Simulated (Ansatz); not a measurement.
# YCu: how the settings move a single-point run

How sensitive is a single-point run of YCu to its settings? A reference run comes first, then one run with altered input.

Method: reference: DFT, PBEsol, PAW with Ansatz's default frozen-core files, scalar-relativistic, in Ansatz 0.2.0.

## 1. The system as given

The structure is cubic, space group Pm-3m (No. 221). Conventional cell: a = 3.458 Å, b = 3.458 Å, c = 3.458 Å, α = 90.00°, β = 90.00°, γ = 90.00°. Y (site symmetry m-3m) is surrounded by 8 Cu at 2.99 Å. Around Cu (site symmetry m-3m) lie 8 Y at 2.99 Å.

Coordinates:

```xyz
2
Lattice="3.4581 0.0000 0.0000 0.0000 3.4581 0.0000 0.0000 0.0000 3.4581" Properties=species:S:1:pos:R:3 pbc="T T T"
Y     0.0000    0.0000    0.0000
Cu    1.7291    1.7291    1.7291
```

## 2. Baseline

File input.yaml:

```yaml
crystal:
  lattice:
    - [3.45811539, 0.0, 0.0]
    - [0.0, 3.45811539, 0.0]
    - [0.0, 0.0, 3.45811539]
  atoms:
    - { symbol: "Y", position: [0.0, 0.0, 0.0], spin: 0.6 }
    - { symbol: Cu, position: [0.5, 0.5, 0.5], spin: 0.7 }
magnetization:
  spin_polarized: true
kpoints:
  mp_grid: { grid: [11, 11, 11] }
scf:
  occupations: { method: fermi_dirac, width: 0.05 }
  lower_state_search: "off"
hamiltonian:
  xc: pbesol
  pseudopotentials: { kind: paw }
output:
  forces: true
  stress: true
  eigenvalues: true
  populations: true
  dos: { projected: true, de: 0.1, e_range: [-8, 5] }
  write_density: true
  write_potential: true
  elf: true
  volumetric_format: npy
```

Launch:

```sh
ansatz run input.yaml --threads 1 --pin off --max-ram 3072MiB --backend cpu --events-out ev --progress --plain --runs-dir out
```

Excerpt of the output:

```text
[...]
Basis set: ecut = 420 eV, 799 PW (Γ), exchange–correlation on 48×48×48 points (8 copies of the dense FFT grid, shifted against one another)
[...]
Magnetic group: BNS 221.92 (UNI 1594), of the structure as read, at distance tolerance 3.5e-5 Å
k-points: 56 of 1331
[...]
SCF iter   1: F=—  HF=-10386.591118 eV  |F-HF|=—  |Δ(HF+E_count)|=         —  Δρ=1.80e-1 (↑1.80e-1 ↓1.48e-1)  dr2=3.33e1  dr2_m=2.17e-1  M=0.536 μB ∫|m|=0.538 μB  β_m=0.30  ethr=3.10e-3  ⟨swp⟩=5.2  Hψ=9208  notcnv=0
preconditioner: auto → Kerker (q_TF=auto, 2.586 Å⁻¹)  [metal: Δε(μ)=0.011 eV  Ē_g=10.917 eV  σ=0.050 eV  W_gap=0.06  n_scr=18 (ndim 8)  ℏωp=25.8 eV  f_vac=0.000  D(μ)=3.32/eV (n_scr^D=32)]
[...]
SCF iter   2: F=—  HF=-10385.971954 eV  |F-HF|=—  |Δ(HF+E_count)|=   6.19e-1  Δρ=1.14e-1 (↑3.65e-2 ↓1.14e-1)  dr2=4.64e0  dr2_m=7.95e-1  M=0.127 μB ∫|m|=0.128 μB  β_m=0.30  ethr=3.10e-3  ⟨swp⟩=3.1  Hψ=6595  notcnv=0
[...]
SCF iter  15: F=-10384.289012 eV  HF=-10384.289012 eV  |F-HF|=7.49e-10  |Δ(HF+E_count)|=   3.82e-8  Δρ=1.80e-6 (↑1.80e-6 ↓1.21e-6)  dr2=1.23e-9  dr2_m=6.33e-10  M=0.000 μB ∫|m|=0.000 μB  β_m=0.96  ethr=4.34e-11  ⟨swp⟩=5.0  Hψ=11640  notcnv=0
SCF iter  16: F=-10384.289012 eV  HF=-10384.289012 eV  |F-HF|=2.91e-11  |Δ(HF+E_count)|=   2.04e-9  Δρ=1.94e-7 (↑1.94e-7 ↓1.42e-7)  dr2=2.83e-11  dr2_m=1.10e-12  M=-0.000 μB ∫|m|=0.000 μB  ethr=4.11e-12  ⟨swp⟩=4.0  Hψ=10455  notcnv=0
[...]
SCF converged after 16 iterations
Magnetization: -0.0000 μB (15.0000 up, 15.0000 down)
[...]
Free energy (F): -10384.289012 eV
[...]
E sigma→0 (E₀):  -10384.282765 eV
[...]
Fermi energy:    12.298952 eV
[...]
  P = ⅓ Tr σ = -2.1992 GPa (-21.992 kbar)
[...]
```

Run time: 8.1 s. Hardware: 1 thread of Arm Neoverse V2, shared host; peak memory 0.35 GiB.

## 3. Changing settings: n_extra_bands 8, eigensolver.kind davidson, basis.precision f64

Edit input.yaml of step 2 so:

```diff
@@ -15,2 +15,4 @@
   lower_state_search: "off"
+  n_extra_bands: 8
+  eigensolver: { kind: davidson }
 hamiltonian:
@@ -23,3 +25,2 @@
   populations: true
-  dos: { projected: true, de: 0.1, e_range: [-8, 5] }
   write_density: true
@@ -28 +29,3 @@
   volumetric_format: npy
+basis:
+  precision: f64
```

Launch:

```sh
ansatz run input.yaml --threads 1 --pin off --max-ram 3072MiB --backend cpu --events-out ev --progress --plain --runs-dir out
```

The log of the run, shortened:

```text
scf.n_extra_bands = 8 over 15 filled bands (N_el = 30.0): the run solves 23 bands
[...]
Pseudopotentials: kind: paw
Pseudopotential: Y, paw, valence charge 11, recommended cutoff 420 eV (normal)
Pseudopotential: Cu, paw, valence charge 19, recommended cutoff 420 eV (normal)
Functional definition: PBEsol
[...]
Crystal: 2 atoms, lattice volume = 41.354 Å³
Basis set: ecut = 420 eV, 799 PW (Γ), exchange–correlation on 48×48×48 points (8 copies of the dense FFT grid, shifted against one another)
Bands: 23, of which v1, the nominal top of the filled ones, is band 15 counted from 1 (14 counted from 0)
Symmetry: 48 space group operations
Space group: Pm-3m (ITA 221), of the structure as read, at distance tolerance 3.5e-5 Å
Magnetic group: BNS 221.92 (UNI 1594), of the structure as read, at distance tolerance 3.5e-5 Å
k-points: 56 of 1331
[...]
Starting moments: Σ|m| = 1.3 μB on 2 of 2 sites
[...]
SCF iter   1: F=—  HF=-10386.561234 eV  |F-HF|=—  |Δ(HF+E_count)|=         —  Δρ=1.80e-1 (↑1.80e-1 ↓1.48e-1)  dr2=3.32e1  dr2_m=2.17e-1  M=0.535 μB ∫|m|=0.537 μB  β_m=0.30  ethr=1.00e-1  ⟨swp⟩=5.1  Hψ=7499  notcnv=0
[...]
spin=Collinear: Kerker preconditioning applied to the charge; magnetization (m = ρ↑ − ρ↓) channel mixes plain (no charge-response kernel on spin).
[...]
spin-set hold released at iteration 7 (site moments contracting): the magnetisation degrees of freedom join the quasi-Newton model from the next iteration; the mixer history was flushed
[...]
SCF iter  16: F=-10384.289012 eV  HF=-10384.289012 eV  |F-HF|=1.15e-10  |Δ(HF+E_count)|=   1.29e-9  Δρ=7.00e-7 (↑2.76e-7 ↓7.00e-7)  dr2=2.11e-10  dr2_m=2.74e-11  M=0.000 μB ∫|m|=0.000 μB  ethr=2.60e-12  ⟨swp⟩=3.9  Hψ=5731  notcnv=0
WARN: the starting moments were not kept: the SCF closed with an absolute magnetisation of 1.0e-5 μB, where they sum to 1.3 μB in size (2 sites). That is at most 0.1 of that sum. Measured as dr2_m measures the in/out step, that magnetisation stands 8.6e-12 eV from none, at or under the [...]
SCF converged after 16 iterations
Magnetization: 0.0000 μB (15.0000 up, 15.0000 down)
Absolute magnetization: 0.0000 μB (∫|ρ↑−ρ↓|, with the PAW one-centre terms)
Spin contamination: 0.0000 ħ² per cell (⟨S²⟩ above its minimum at these occupations)
Per-site moments (μB) at R_I (Å): [(2.7314389578280653e-6, 1.235361507995147), (7.862522851087788e-7, 1.235361507995147)]
Free energy (F): -10384.289012 eV
[...]
E sigma→0 (E₀):  -10384.282765 eV
Entropy (-TS):   -0.012494 eV (-6.247 meV/atom)
Fermi energy:    12.298955 eV
[...]
--- Forces (eV/Å), atoms counted from 1 ---
  atom   1  Y     -0.00000000    -0.00000000     0.00000000
  atom   2  Cu     0.00000000    -0.00000000     0.00000000
[...]
--- Stress (GPa, compression-positive) ---
       -2.199260       0.000000       0.000000
        0.000000      -2.199260      -0.000000
       -0.000000      -0.000000      -2.199260
  P = ⅓ Tr σ = -2.1993 GPa (-21.993 kbar)
--- Band table (eV; the first three rows and the last of 112) ---
  k-point 0 ↑: bands = ["-100.1993", "-57.7131", "-57.7131", "-57.7131", "-30.2424", "-10.0784", "-10.0784", "-10.0784", "5.7629", "8.6863", "8.6863", "9.4295", "9.4295", "9.4295", "12.7706", "12.7706", "17.0852", "17.0852", "17.0852", "18.3038", "18.3038", "18.3038", "23.9165"]
[...]
--- Löwdin populations: 2 sites ---
  site symbol       q [e]    m [muB]
     0      Y     11.1549     0.0000
     1     Cu     18.6492    -0.0000
  spilling = 0.006531 (of n_electrons = 30.000000)
```

Wall time 8.6 s (1 thread of Arm Neoverse V2, shared host); peak memory 0.34 GiB.

Energy and cycle count are those of the reference, so the change (band count, solver and arithmetic precision) left the result and the number of cycles as they were.

## 4. Comparison

| run | ending | energy change | pressure (GPa) | gap (eV) | force (eV/Å) | cycles | time |
| --- | --- | --- | --- | --- | --- | --- | --- |
| reference | converged | 0 | -2.2 | 0.00 | 0.00 | 16 | 8.1 s |
| 1: n_extra_bands 8, eigensolver.kind davidson, basis.precision f64 | converged | 0.0 meV/atom | -2.2 | 0.00 | 0.00 | 16 | 8.6 s |

Times don't compare one to one where runs were asked for different outputs or read a saved state (see the inputs); cycles may leave out searches for a lower state.

Residual by cycle in the longest SCF loop of each run; runs are numbered as in the table. The quantity is the density residual dr2, in eV.

| cycle | reference | run 1 |
| --- | --- | --- |
| 1 | 33.3 | 33.2 |
| 2 | 4.64 | 4.57 |
| 4 | 0.165 | 0.189 |
| 5 | 0.213 | 0.246 |
| 6 | 0.0868 | 0.0967 |
| 8 | 0.00425 | 0.013 |
| 9 | 0.00605 | 0.0355 |
| 11 | 1.1e-4 | 7.5e-4 |
| 12 | 1.1e-4 | 9.2e-5 |
| 13 | 1.3e-7 | 1.7e-7 |
| 15 | 1.2e-9 | 7.8e-10 |
| 16 | 2.8e-11 | 2.1e-10 |

**Reading.** Energy and cycle count are those of the reference, so the change (band count, solver and arithmetic precision) left the result and the number of cycles as they were.
